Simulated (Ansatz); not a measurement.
**C2H4ClFSi: small, medium and large basis sets**

How large a basis does C2H4ClFSi need? Two functionals are run in growing sets.

Computed with Ansatz 0.2.0, Gaussian basis. Level: one geometry, several basis sets.

Levels to be run: PBE0-D4/def2-SVP; ωB97M-V/def2-SVP; PBE0-D4/def2-QZVPP; ωB97M-V/def2-QZVPP; the functionals' def2-TZVPP values are taken from earlier runs.

## 1. Structure used throughout

All runs share one geometry, relaxed beforehand with PBE0-D4 in a triple-zeta def2 set.

SMILES `F[C@H]1[SiH2][C@@H]1Cl`, 9 atoms, charge 0, spin multiplicity 1.

Atoms are counted from 1 here; the program's logs count them from 0.

Bond lengths: F1–C2 1.366 Å, C2–Si3 1.873 Å, C2–C4 1.507 Å, C2–H6 1.090 Å, Si3–C4 1.868 Å, Si3–H7 1.476 Å, Si3–H8 1.476 Å, C4–Cl5 1.757 Å, C4–H9 1.089 Å. Angles: F1–C2–Si3 127.3°, F1–C2–C4 117.5°, F1–C2–H6 111.2°, Si3–C2–C4 66.1°, Si3–C2–H6 113.7°, C4–C2–H6 113.7°, C2–Si3–C4 47.5°, C2–Si3–H7 116.6°, C2–Si3–H8 121.8°, C4–Si3–H7 121.2°, C4–Si3–H8 115.6°, H7–Si3–H8 116.6°, C2–C4–Si3 66.4°, C2–C4–Cl5 120.0°, C2–C4–H9 111.8°, Si3–C4–Cl5 129.5°, Si3–C4–H9 110.8°, Cl5–C4–H9 111.0°.

## 2. PBE0-D4 in def2-SVP

The input, in.yaml:

```yaml
crystal:
  periodic: [false, false, false]
  atoms:
    - {symbol: F, position_ang: [-1.573997, -1.029030, 0.940048]}
    - {symbol: C, position_ang: [-0.471557, -0.240596, 0.773787]}
    - {symbol: Si, position_ang: [1.004418, -0.571264, -0.330463]}
    - {symbol: C, position_ang: [-0.419484, 0.631277, -0.454418]}
    - {symbol: Cl, position_ang: [-0.423027, 2.380959, -0.290893]}
    - {symbol: H, position_ang: [-0.219624, 0.284062, 1.694933]}
    - {symbol: H, position_ang: [2.321567, -0.145701, 0.182261]}
    - {symbol: H, position_ang: [1.003834, -1.664542, -1.322381]}
    - {symbol: H, position_ang: [-1.133631, 0.308534, -1.209976]}
basis:
  gaussian: {orbitals: def2-SVP}
hamiltonian: {xc: pbe0, dispersion: d4}
output: {orbitals: {seedname: orbitals}}
```

Launch:

```sh
> ansatz run in.yaml --threads 4 --pin off --events-out ev --progress --plain --max-ram 10444MiB
```

The runs that follow: ωB97M-V in def2-SVP; PBE0-D4 in def2-QZVPP; ωB97M-V in def2-QZVPP.

Q: Predict the results of all the runs planned. Wanted: PBE0-D4: double and triple zeta above quadruple; ωB97M-V: double and triple zeta above quadruple.

As calculated:

```
                                       quantity           value
PBE0-D4: double and triple zeta above quadruple  13.73, 0.90 eV
ωB97M-V: double and triple zeta above quadruple  13.80, 0.85 eV
```

**Reading.** For PBE0-D4 the step from double to triple zeta gains 12.83 eV and the next only 0.90 eV. These are total energies; as a rule much of such shifts cancels in differences, which this series doesn't test. The LUMO of ωB97M-V is positive and keeps falling with the basis (1.73 to 0.87 eV): an unbound level that the basis holds in place.
